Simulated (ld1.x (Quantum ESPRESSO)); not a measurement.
**Sn: related potentials compared**

One potential is built and tested. Then a few of its settings are changed, to learn what that costs or gains.

Program: ld1.x (Quantum ESPRESSO) 7.5. Reference atom: BP86, scalar-relativistic, spherical and spin-unpolarised. All values are calculated.

**1. Settings**

The settings as typed:

```
element                 : tin (Sn, Z = 50)
type                    : norm-conserving Troullier–Martins (Kleinman–Bylander form)
frozen core             : [Kr] 4d10
valence charge          : 4
reference configuration : 5s1 5p3
partial waves           : 5p (bound): rc 2.60 bohr; 5d channel at -0.1 Ry: rc 2.20 bohr; 5s (bound): rc 1.50 bohr
local potential         : the s channel
core correction         : Bessel-smoothed model core inside 1.55 bohr
```

An earlier all-electron run gives the scale for the radii.

All-electron outer shells of the reference configuration (BP86, scalar-relativistic, ld1.x):

| shell | level (eV) | outermost node (bohr) | outermost maximum (bohr) |
| --- | --- | --- | --- |
| 4p | -91.31 | 0.41 | 0.79 |
| 4d | -27.39 | 0.39 | 0.88 |
| 5s | -11.58 | 0.98 | 1.99 |
| 5p | -4.45 | 1.09 | 2.49 |

**2. The first potential**

Sn.in

```
 &input
   title='Sn', zed=50., rel=1, dft='BP', iswitch=3,
   config='[Kr] 4d10 5s1 5p3 5d-2',
   nld=3, rlderiv=2.85, eminld=-3.0, emaxld=5.0, deld=0.02
 /
 &inputp
   pseudotype=2, tm=.true., lloc=0,
   nlcc=.true., new_core_ps=.true., rcore=1.55,
   file_pseudopw='Sn.UPF', file_wfcaegen='ae.wfc', file_wfcncgen='nc.wfc', file_beta='beta', file_chi='chi'
 /
3
5P  2  1   3.00   0.00  2.60  2.60  0.0
5D  3  2  -2.00  -0.10  2.20  2.20  0.0
5S  1  0   1.00   0.00  1.50  1.50  0.0
 &test
   configts(1)='5s1 5p3'
 /
```

Launch:

```console
$ ld1.x < Sn.in > Sn.out
```

What the program wrote to Sn.out (without the banner and most projector matrices):

```text
     Program LD1 v.7.5
     --------------------------- All-electron run ----------------------------

     Sn
     scalar relativistic calculation

     atomic number is 50.00
     dft =BP   lsd =0 sic =0 latt =0  beta=0.20 tr2=1.0E-14
     Exchange-correlation= BP
                           (   1   1   1   1   0   0   0)
     mesh =1243 r(mesh) = 100.78374 a.u. xmin = -7.00 dx = 0.01250
     1 Ry =  13.60569312 eV, c = 137.03599908

     n l     nl                  e(Ry)          e(Ha)          e(eV)
     1 0     1S 1( 2.00)     -2133.0281     -1066.5141    -29021.3261
     2 0     2S 1( 2.00)      -322.1063      -161.0531     -4382.4791
     2 1     2P 1( 6.00)      -289.1694      -144.5847     -3934.3503
     3 0     3S 1( 2.00)       -62.2568       -31.1284      -847.0474
     3 1     3P 1( 6.00)       -51.4945       -25.7472      -700.6177
     4 0     4S 1( 2.00)        -9.9639        -4.9819      -135.5658
     4 1     4P 1( 6.00)        -6.7115        -3.3557       -91.3142
     3 2     3D 1(10.00)       -34.9250       -17.4625      -475.1792
     4 2     4D 1(10.00)        -2.0134        -1.0067       -27.3939
     5 0     5S 1( 1.00)        -0.8511        -0.4256       -11.5804
     5 1     5P 1( 3.00)        -0.3273        -0.1637        -4.4533

     final scf error:  7.6E-15 reached in  31 iterations

     Etot =  -12356.143360 Ry,   -6178.071680 Ha, -168113.894739 eV

     Ekin =   12900.848068 Ry,    6450.424034 Ha,  175524.979839 eV
     Encl =  -29871.772810 Ry,  -14935.886405 Ha, -406426.173890 eV
     Eh   =    4946.456032 Ry,    2473.228016 Ha,   67299.962811 eV
     Exc  =    -331.674650 Ry,    -165.837325 Ha,   -4512.663500 eV

     normalization and overlap integrals

     s(1S/1S) =  1.000000  <r> =   0.0291  <r2> =    0.0011  r(max) =   0.0188
     s(2S/2S) =  1.000000  <r> =   0.1255  <r2> =    0.0186  r(max) =   0.1054
     s(2P/2P) =  1.000000  <r> =   0.1096  <r2> =    0.0147  r(max) =   0.0853
     s(3S/3S) =  1.000000  <r> =   0.3394  <r2> =    0.1317  r(max) =   0.3090
     s(3P/3P) =  1.000000  <r> =   0.3377  <r2> =    0.1323  r(max) =   0.3013
     s(4S/4S) =  1.000000  <r> =   0.8183  <r2> =    0.7577  r(max) =   0.7412
     s(4P/4P) =  1.000000  <r> =   0.8854  <r2> =    0.8960  r(max) =   0.7890
     s(3D/3D) =  1.000000  <r> =   0.3146  <r2> =    0.1175  r(max) =   0.2498
     s(4D/4D) =  1.000000  <r> =   1.0959  <r2> =    1.4281  r(max) =   0.8829
     s(5S/5S) =  1.000000  <r> =   2.3591  <r2> =    6.3511  r(max) =   1.9897
     s(5P/5P) =  1.000000  <r> =   3.1243  <r2> =   11.3602  r(max) =   2.4917

     ------------------------ End of All-electron run ------------------------

     --------------------- Generating NC pseudopotential ---------------------

      Generating local pot.: lloc=0, matching radius rcloc =   1.5000

      Computing core charge for nlcc:

       r > 1.57 : true rho core
      Core charge pseudized with two Bessel functions
      Integrated core pseudo-charge :  16.91

      Wfc   5P  rcut= 2.619  Using Troullier-Martins method

      Wfc   5D  rcut= 2.199  Using Troullier-Martins method

     ------------------- End of pseudopotential generation -------------------

     [... the all-electron block is printed once more ...]


     Computing logarithmic derivative in   2.84126
     Computing logarithmic derivative in   2.84126
     Computing the partial wave expansion
       no projector for channel:   0
     R is outside the sphere for l=    1 j= 0.00
     R is outside the sphere for l=    2 j= 0.00

     ---------------------- Testing the pseudopotential ----------------------

     Sn
     scalar relativistic calculation

     atomic number is 50.00   valence charge is  4.00
     dft =BP   lsd =0 sic =0 latt =0  beta=0.20 tr2=1.0E-14
     mesh =1243 r(mesh) = 100.78374 xmin = -7.00 dx = 0.01250

     n l     nl             e AE (Ry)        e PS (Ry)    De AE-PS (Ry)
     1 0     5S   1( 1.00)       -0.85114       -0.85114       -0.00001
     2 1     5P   1( 3.00)       -0.32731       -0.32732        0.00000

     eps = 1.2E-15  iter = 14

     Etot =  -12356.143360 Ry,   -6178.071680 Ha, -168113.894739 eV
     Etotps =   -36.764610 Ry,     -18.382305 Ha,    -500.208000 eV

     Ekin =       2.389399 Ry,       1.194699 Ha,      32.509426 eV
     Encl =     -11.457538 Ry,      -5.728769 Ha,    -155.887740 eV
     Ehrt =       4.937857 Ry,       2.468929 Ha,      67.182969 eV
     Ecxc =     -32.727492 Ry,     -16.363746 Ha,    -445.280213 eV
     (Ecc =     -30.347973 Ry,     -15.173987 Ha,    -412.905209 eV)
     Epseu=       0.093164 Ry,       0.046582 Ha,       1.267558 eV

     ---------------------- End of pseudopotential test ----------------------
```

Run time: 2.2 s. Hardware: 1 thread, shared host. This counts the later configuration tests of the new file too.

Partial waves on a coarse radial grid (AE all-electron, PS pseudo):

```
r (bohr)    5p AE   5p PS
   0.130   0.0040  0.0028
   0.260   0.1652  0.0112
   0.390   0.0069  0.0252
   0.520  -0.1802  0.0452
   0.650  -0.2639  0.0711
   0.780  -0.2442  0.1033
   0.910  -0.1587  0.1417
   1.040  -0.0431  0.1863
   1.170   0.0790  0.2365
   1.300   0.1942  0.2910
   1.430   0.2960  0.3481
   1.560   0.3822  0.4052
   1.690   0.4526  0.4595
   1.820   0.5082  0.5081
   1.950   0.5504  0.5486
   2.080   0.5810  0.5797
   2.210   0.6016  0.6010
   2.340   0.6136  0.6135
   2.470   0.6183  0.6183
   2.600   0.6171  0.6171
   2.730   0.6109  0.6109
   2.860   0.6007  0.6007
   2.990   0.5873  0.5873
   3.120   0.5713  0.5713
   3.250   0.5535  0.5535
   3.380   0.5342  0.5342
```

**3. Configuration tests**

Sn.test.in

```
 &input
   title='Sn', zed=50., rel=1, dft='BP', iswitch=2,
   config='[Kr] 4d10 5s1 5p3 5d-2'
 /
 &test
   file_pseudo='Sn.UPF', nconf=8,
   configts(1)='5s1 5p3',
   configts(2)='5s2 5p2',
   configts(3)='5s2 5p1',
   configts(4)='5s2 5p0',
   configts(5)='5s1 5p2',
   configts(6)='5s1 5p0',
   configts(7)='5s2 5p2.3',
   configts(8)='5s2 5p1.5'
 /
```

Launch:

```console
$ ld1.x < Sn.test.in > Sn.test.out
```

Sn.test.out, the pseudopotential blocks:

```text
     ---------------------- Testing the pseudopotential ----------------------

     Sn
     scalar relativistic calculation

     atomic number is 50.00   valence charge is  4.00
     dft =BP   lsd =0 sic =0 latt =0  beta=0.20 tr2=1.0E-14
     mesh =1243 r(mesh) = 100.78374 xmin = -7.00 dx = 0.01250

     n l     nl             e AE (Ry)        e PS (Ry)    De AE-PS (Ry)
     1 0     5S   1( 1.00)       -0.85114       -0.85114       -0.00001
     2 1     5P   1( 3.00)       -0.32731       -0.32732        0.00000

     eps = 2.1E-15  iter = 14

     Etot =  -12356.143360 Ry,   -6178.071680 Ha, -168113.894741 eV
     Etotps =   -36.764610 Ry,     -18.382305 Ha,    -500.207998 eV

     Ekin =       2.389399 Ry,       1.194699 Ha,      32.509428 eV
     Encl =     -11.457538 Ry,      -5.728769 Ha,    -155.887740 eV
     Ehrt =       4.937857 Ry,       2.468929 Ha,      67.182969 eV
     Ecxc =     -32.727492 Ry,     -16.363746 Ha,    -445.280213 eV
     (Ecc =     -30.347973 Ry,     -15.173987 Ha,    -412.905209 eV)
     Epseu=       0.093164 Ry,       0.046582 Ha,       1.267558 eV

     ---------------------- End of pseudopotential test ----------------------

     ---------------------- Testing the pseudopotential ----------------------

     Sn
     [...]
     n l     nl             e AE (Ry)        e PS (Ry)    De AE-PS (Ry)
     1 0     5S   1( 2.00)       -0.78733       -0.78454       -0.00280
     2 1     5P   1( 2.00)       -0.28199       -0.28170       -0.00029

     eps = 3.6E-15  iter = 12

     Etot =  -12356.658046 Ry,   -6178.329023 Ha, -168120.897401 eV
     Etotps =   -37.278025 Ry,     -18.639013 Ha,    -507.193369 eV
     dEtot_ae =      -0.514686 Ry
     dEtot_ps =      -0.513415 Ry,   Delta E=      -0.001271 Ry

     [...]
     ---------------------- End of pseudopotential test ----------------------

     ---------------------- Testing the pseudopotential ----------------------

     Sn
     [...]
     n l     nl             e AE (Ry)        e PS (Ry)    De AE-PS (Ry)
     1 0     5S   1( 2.00)       -1.32383       -1.32191       -0.00191
     2 1     5P   1( 1.00)       -0.76641       -0.76655        0.00013

     eps = 1.1E-15  iter = 12

     Etot =  -12356.141126 Ry,   -6178.070563 Ha, -168113.864342 eV
     Etotps =   -36.761237 Ry,     -18.380619 Ha,    -500.162116 eV
     dEtot_ae =       0.002234 Ry
     dEtot_ps =       0.003372 Ry,   Delta E=      -0.001138 Ry

     [...]
     ---------------------- End of pseudopotential test ----------------------

     ---------------------- Testing the pseudopotential ----------------------

     Sn
     [...]
     n l     nl             e AE (Ry)        e PS (Ry)    De AE-PS (Ry)
     1 0     5S   1( 2.00)       -1.93388       -1.93690        0.00302
     2 1     5P   1( 0.00)       -1.31831       -1.32226        0.00395

     eps = 2.4E-15  iter = 10

     Etot =  -12355.103199 Ry,   -6177.551599 Ha, -168099.742626 eV
     Etotps =   -35.721432 Ry,     -17.860716 Ha,    -486.014837 eV
     dEtot_ae =       1.040161 Ry
     dEtot_ps =       1.043178 Ry,   Delta E=      -0.003017 Ry

     [...]
     ---------------------- End of pseudopotential test ----------------------

     ---------------------- Testing the pseudopotential ----------------------

     Sn
     [...]
     n l     nl             e AE (Ry)        e PS (Ry)    De AE-PS (Ry)
     1 0     5S   1( 1.00)       -1.38920       -1.39141        0.00220
     2 1     5P   1( 2.00)       -0.81868       -0.81993        0.00126

     eps = 6.8E-15  iter =  9

     Etot =  -12355.577224 Ry,   -6177.788612 Ha, -168106.192067 eV
     Etotps =   -36.197913 Ry,     -18.098957 Ha,    -492.497699 eV
     dEtot_ae =       0.566136 Ry
     dEtot_ps =       0.566697 Ry,   Delta E=      -0.000560 Ry

     [...]
     ---------------------- End of pseudopotential test ----------------------

     ---------------------- Testing the pseudopotential ----------------------

     Sn
     [...]
     n l     nl             e AE (Ry)        e PS (Ry)    De AE-PS (Ry)
     1 0     5S   1( 1.00)       -2.65448       -2.67860        0.02412  !
     2 1     5P   1( 0.00)       -1.97188       -1.99012        0.01824  !

     eps = 2.7E-15  iter =  7

     Etot =  -12352.811928 Ry,   -6176.405964 Ha, -168068.568299 eV
     Etotps =   -33.417772 Ry,     -16.708886 Ha,    -454.671945 eV
     dEtot_ae =       3.331432 Ry
     dEtot_ps =       3.346838 Ry,   Delta E=      -0.015406 Ry

     [...]
     ---------------------- End of pseudopotential test ----------------------

     ---------------------- Testing the pseudopotential ----------------------

     Sn
     [...]
     n l     nl             e AE (Ry)        e PS (Ry)    De AE-PS (Ry)
     1 0     5S   1( 2.00)       -0.64779       -0.64513       -0.00266
     2 1     5P   1( 2.30)       -0.15634       -0.15620       -0.00015

     eps = 4.3E-15  iter = 18

     Etot =  -12356.723500 Ry,   -6178.361750 Ha, -168121.787942 eV
     Etotps =   -37.343425 Ry,     -18.671713 Ha,    -508.083182 eV
     dEtot_ae =      -0.580140 Ry
     dEtot_ps =      -0.578815 Ry,   Delta E=      -0.001324 Ry

     [...]
     ---------------------- End of pseudopotential test ----------------------

     ---------------------- Testing the pseudopotential ----------------------

     Sn
     [...]
     n l     nl             e AE (Ry)        e PS (Ry)    De AE-PS (Ry)
     1 0     5S   1( 2.00)       -1.04400       -1.04130       -0.00269
     2 1     5P   1( 1.50)       -0.51345       -0.51312       -0.00033

     eps = 9.5E-15  iter = 10

     Etot =  -12356.460243 Ry,   -6178.230122 Ha, -168118.206154 eV
     Etotps =   -37.080350 Ry,     -18.540175 Ha,    -504.503858 eV
     dEtot_ae =      -0.316883 Ry
     dEtot_ps =      -0.315740 Ry,   Delta E=      -0.001143 Ry

     [...]
     ---------------------- End of pseudopotential test ----------------------
```

Energies count from the reference configuration 5s1 5p3; the error is all-electron less pseudo. The frozen-core shift comes from a second all-electron run, not shown, with the core orbitals held at their reference shape; it is that run's ΔE less the relaxed one.

| valence configuration | charge | ΔE all-electron (eV) | error AE − PS (meV) | frozen-core shift (meV) |
| --- | --- | --- | --- | --- |
| 5s2 5p2 | 0 | -7.003 | -17 | +14 |
| 5s2 5p1 | +1 | 0.030 | -15 | +4.2 |
| 5s2 5p0 | +2 | 14.152 | -41 | +29 |
| 5s1 5p2 | +1 | 7.703 | -7.6 | +9.7 |
| 5s1 5p0 | +3 | 45.326 | -210 | +278 |
| 5s2 5p2.3 | -0.3 | -7.893 | -18 | +16 |
| 5s2 5p1.5 | +0.5 | -4.311 | -16 | +8.2 |

**4. Scattering by logarithmic derivatives**

Taken from the files of the generation run. The phase is arctan(r·u′/u) with u = r·R, unwrapped, with energies in Ry. A pole is an energy at which the radial function vanishes at the test radius. The pseudo phase is shifted by a multiple of π to meet the all-electron one at the reference energy. Levels narrower than the energy grid can be missing from the poles. The last column is the largest difference on the grid between −1 and +1 Ry.

| channel | radius (bohr) | reference (Ry) | poles AE | poles PS | window around the reference with phases within 0.05 rad (Ry) | largest difference near zero (rad) |
| --- | --- | --- | --- | --- | --- | --- |
| s | 2.84 | -0.85 | 0.05 | 0.01, 2.22 | below 0.8 | 0.050 |
| p | 2.84 | -0.33 | 1.17 | 1.16 | below 4.3 | 0.001 |
| d | 2.84 | -0.10 | -1.98, 3.18 | 2.70 | -1.7 to 0.6 | 0.121 |

Phases (rad) along the scan:

```
E (Ry)    d AE    d PS    s AE    s PS
 -3.00   1.356  -1.754   1.309   1.308
 -2.52   1.322  -1.774   1.260   1.259
 -2.04  -0.539  -1.797   1.170   1.167
 -1.56  -1.799  -1.826   0.931   0.926
 -1.08  -1.857  -1.867  -0.237  -0.240
 -0.60  -1.927  -1.930  -1.300  -1.302
 -0.12  -2.045  -2.045  -1.528  -1.535
  0.36  -2.312  -2.323  -1.629  -1.647
  0.84  -3.111  -3.232  -1.700  -1.751
  1.32  -4.091  -4.208  -1.772  -2.004
  1.80  -4.439  -4.514  -1.867  -4.364
  2.28  -4.582  -4.643  -2.037  -4.733
  2.76  -4.663  -4.721  -2.477  -4.851
  3.24  -4.719  -4.782  -3.573  -4.967
  3.72  -4.766  -4.840  -4.218  -5.166
  4.20  -4.812  -4.910  -4.437  -5.734
  4.68  -4.866  -5.013  -4.539  -6.942
```

**5. Plane-wave convergence, by spherical Bessel functions**

This step uses the generator's waves and projectors in a separate script. Basis: spherical Bessel functions vanishing at 20 bohr, q² up to the cutoff; potential fixed at the reference.

All-electron valence levels (Ry): 5p -0.3273, 5s -0.8511. The lowest levels of each channel (Ry) by cutoff; the last column sums, over occupied levels, occupation times the distance from the level at 400 Ry. A positive value at high cutoff is not a bound level.

```
cutoff (Ry)     p #1     d #1     s #1    f #1  Σ f·Δε (mRy)
          8  -0.3205   0.0330  -0.7521  0.0991         119.7
         12  -0.3266   0.0315  -0.7559  0.0991          97.5
         18  -0.3271   0.0218  -0.7833  0.0991          68.6
         25  -0.3273  -0.0617  -0.8210  0.0991          30.2
         35  -0.3273  -1.4928  -0.8463  0.0991           4.9
         50  -0.3273  -3.1764  -0.8480  0.0991           3.1
         60  -0.3273  -3.5993  -0.8493  0.0991           1.8
         80  -0.3273  -3.8853  -0.8496  0.0991           1.5
        100  -0.3273  -3.9118  -0.8505  0.0991           0.6
        120  -0.3273  -3.9122  -0.8506  0.0991           0.5
        400  -0.3273  -3.9165  -0.8511  0.0991           0.0
```

The sum stays within 10 mRy from 35 Ry and within 1 mRy from 100 Ry. The sum leaves out empty levels, which can need more. Ghost test: ghost state, bound below the all-electron valence or empty levels of the same l: d at -53.3 eV.

(Part 1 of 2 ends here.)
